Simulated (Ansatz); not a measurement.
**ClH3NSb: vertical and adiabatic energies of changing the electron count**

A script is to give vertical and adiabatic energies of changing the electron count; the system is ClH3NSb. SMILES: [NH2][SbH][Cl].

Computed with the Python package of Ansatz 0.2.0. Level of theory: PBE0/def2-SVP.

### Step 1. The structure

Bond lengths: N1–Sb2 2.062 Å, Sb2–Cl3 2.388 Å, N1–H4 1.088 Å, N1–H5 1.027 Å, Sb2–H6 1.774 Å. Angles: N1–Sb2–Cl3 89.5°, N1–Sb2–H6 91.4°, Cl3–Sb2–H6 92.7°, Sb2–N1–H4 104.7°, Sb2–N1–H5 111.1°, H4–N1–H5 101.7°.

No structure file is read: the coordinates are typed or built in the script.

### Step 2. Script

Input file adiabatic.py:

```python
"""Vertical and adiabatic ionisation of ClH3NSb."""

import warnings

import ansatz as az
import numpy as np

GEOMETRY = """
N    -0.88050   -0.04030   -0.63350
Sb   -0.06240    0.04100    1.25710
Cl    1.13210   -1.97740    0.80620
H    -1.27090    0.96000   -0.80760
H    -0.14850   -0.10690   -1.35140
H     1.27220    1.05950    0.68310
"""


def main() -> None:
    warnings.simplefilter("ignore", az.DeckWarning)

    clh3nsb = az.Crystal.molecule()
    for line in GEOMETRY.strip().splitlines():
        symbol, *xyz = line.split()
        clh3nsb = clh3nsb.atom(symbol, [float(v) for v in xyz])

    job = (
        clh3nsb.calculation()
        .basis(gaussian="def2-SVP")
        .functional("pbe0")
    )
    symbols = [site.symbol for site in clh3nsb.cartesian_sites]
    start = np.array([site.position_ang for site in clh3nsb.cartesian_sites], dtype=float)
    summary = job.relax(force_tolerance=0.01).run(threads=1).report
    end = np.array(summary["positions_ang"])

    minimum = az.Crystal.molecule()
    for symbol, place in zip(symbols, end):
        minimum = minimum.atom(symbol, place.tolist())
    ion = minimum.calculation().basis(gaussian="def2-SVP").functional("pbe0").charge(1).spin("collinear", total=1)
    vertical = ion.run(threads=1).report
    settled = ion.relax(force_tolerance=0.01, max_steps=80).run(threads=1).report
    print(f"vertical ionisation energy   {vertical['free_energy_ev'] - summary['free_energy_ev']:.3f} eV")
    print(f"adiabatic, no zero point     {settled['free_energy_ev'] - summary['free_energy_ev']:.3f} eV")
    print(f"relaxation energy of the ion {vertical['free_energy_ev'] - settled['free_energy_ev']:.3f} eV")
    ionised = np.array(settled["positions_ang"])
    print("final positions (A) and the move of each atom")
    for symbol, xyz, old in zip(symbols, ionised, end):
        print(f"{symbol:2s} {xyz[0]:10.5f} {xyz[1]:10.5f} {xyz[2]:10.5f}   {np.linalg.norm(xyz - old):7.4f}")


if __name__ == "__main__":
    main()
```

### Step 3. What the engine is handed

The package turns the script's settings into the engine's input (first run):

```yaml
crystal:
  periodic: [false, false, false]
  atoms:
    - { symbol: "N", position_ang: [-0.8805, -0.0403, -0.6335] }
    - { symbol: Sb, position_ang: [-0.0624, 0.041, 1.2571] }
    - { symbol: Cl, position_ang: [1.1321, -1.9774, 0.8062] }
    - { symbol: H, position_ang: [-1.2709, 0.96, -0.8076] }
    - { symbol: H, position_ang: [-0.1485, -0.1069, -1.3514] }
    - { symbol: H, position_ang: [1.2722, 1.0595, 0.6831] }
basis:
  gaussian:
    orbitals: def2-SVP
hamiltonian:
  xc: pbe0
relax:
  f_tol: 0.01
```

### Step 4. Launch

The run is started by

```
python adiabatic.py
```

Without the output at hand: what should come out? Wanted: vertical ionisation energy; adiabatic ionisation energy, no zero point.

As calculated:

```
                                  quantity     value
                vertical ionisation energy  9.600 eV
adiabatic ionisation energy, no zero point  8.865 eV
                             runs compared         3
```

**Reading.** The ionisation energy is a difference of two total energies at the neutral geometry; letting the ion relax lowers it by 0.73 eV. In CPU time, run 3 cost about 12 times as much as run 2. Run 1: After 13 moves the largest shift is 0.922 Å, of atom 4 (H). So large a move can change the bonding: the results belong to the relaxed structure. Run 3: After 15 moves the largest shift is 1.163 Å, of atom 5 (H). The energies are electronic: no zero-point or thermal terms, and the basis set is short of its limit. The product may relax into another structure. The relaxation finds the nearest minimum, so the adiabatic value is an upper bound. def2 sets replace the cores of elements past krypton by effective core potentials.
